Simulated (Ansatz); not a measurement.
**CH3FOSSi: vertical spin-state energies in Python**

Which spin state of CH3FOSSi lies lowest at this geometry? The task is vertical spin-state energies, for CH3FOSSi.

All numbers are computed with the Python package of Ansatz 0.2.0. Level of theory: MP2/STO-3G.

## Step 1: The structure

Bond lengths: O1–Si2 1.608 Å, Si2–S3 2.186 Å, Si2–C4 1.752 Å, S3–C4 1.652 Å, C4–F5 1.461 Å, O1–H6 0.975 Å, Si2–H7 1.512 Å, C4–H8 1.068 Å. Angles: O1–Si2–S3 102.0°, O1–Si2–C4 123.1°, O1–Si2–H7 112.9°, S3–Si2–C4 48.1°, S3–Si2–H7 105.1°, C4–Si2–H7 120.7°, Si2–O1–H6 117.9°, Si2–S3–C4 52.1°, Si2–C4–S3 79.9°, Si2–C4–F5 117.4°, Si2–C4–H8 120.3°, S3–C4–F5 113.2°, S3–C4–H8 119.8°, F5–C4–H8 105.3°.

No structure file is read: the coordinates are typed or built in the script.

## Step 2: The code

ch3fossi.py

```python
"""Gap between spin states of CH3FOSSi at one geometry."""

import ansatz as az

BASIS = "STO-3G"
METHOD = "MP2"


def main() -> None:
    molecule = (
        az.Crystal.molecule()
        .atom("O", (-0.0611, 1.7417, 0.712))
        .atom("Si", (0.5581, 0.5802, -0.2118))
        .atom("S", (0.197, -1.2039, 0.9986))
        .atom("C", (-0.2812, -0.9186, -0.5566))
        .atom("F", (-1.7324, -0.856, -0.7097))
        .atom("H", (-0.7079, 1.4859, 1.3959))
        .atom("H", (2.0613, 0.6711, -0.3424))
        .atom("H", (0.0584, -1.5575, -1.3418))
    )

    job = (
        molecule.calculation()
        .basis(gaussian=BASIS)
        .correlation(METHOD, electrons="valence")
    )
    found = {}
    for unpaired in [0, 2]:
        data = job.spin("collinear", total=unpaired).run(threads=1).report
        s = unpaired / 2
        found[unpaired] = data["free_energy_ev"]
        print(f"2S+1 = {unpaired + 1}: E = {found[unpaired]:.5f} eV, <S^2> = {abs(data['mean_field']['state']['spin_squared']):.3f} (pure state {s * (s + 1):.2f})")
    lowest = min(found, key=found.get)
    for unpaired, e in found.items():
        print(f"multiplicity {unpaired + 1}: {23.060548 * (e - found[lowest]):.1f} kcal/mol above the lowest")


if __name__ == "__main__":
    main()
```

## Step 3: The input behind the calls

The engine receives this input (first run):

```yaml
crystal:
  periodic: [false, false, false]
  atoms:
    - { symbol: O, position_ang: [-0.0611, 1.7417, 0.712] }
    - { symbol: Si, position_ang: [0.5581, 0.5802, -0.2118] }
    - { symbol: S, position_ang: [0.197, -1.2039, 0.9986] }
    - { symbol: C, position_ang: [-0.2812, -0.9186, -0.5566] }
    - { symbol: F, position_ang: [-1.7324, -0.856, -0.7097] }
    - { symbol: H, position_ang: [-0.7079, 1.4859, 1.3959] }
    - { symbol: H, position_ang: [2.0613, 0.6711, -0.3424] }
    - { symbol: H, position_ang: [0.0584, -1.5575, -1.3418] }
basis:
  gaussian:
    orbitals: STO-3G
magnetization:
  spin_polarized: true
  initial_magnetization: 0.0
correlation:
  method: mp2
  electrons: valence
```

## Step 4: Launch

Launch:

```
$ python ch3fossi.py
```

**Question.** Which spin state is lowest at this geometry, and how far above lie the others?

The runs gave:

| quantity | value |
| --- | --- |
| runs compared | 2 |
| lowest | run 1 (2S+1 = 1) |
| next above it by | 4.388 eV |

In words: In order: multiplicity 1 (+0.00 eV) and multiplicity 3 (+4.39 eV), all at the one geometry. The geometry is a force-field or estimated start, not a minimum of this method, and the basis set is short of its limit. All parts are taken at fixed geometry, without zero-point energy.
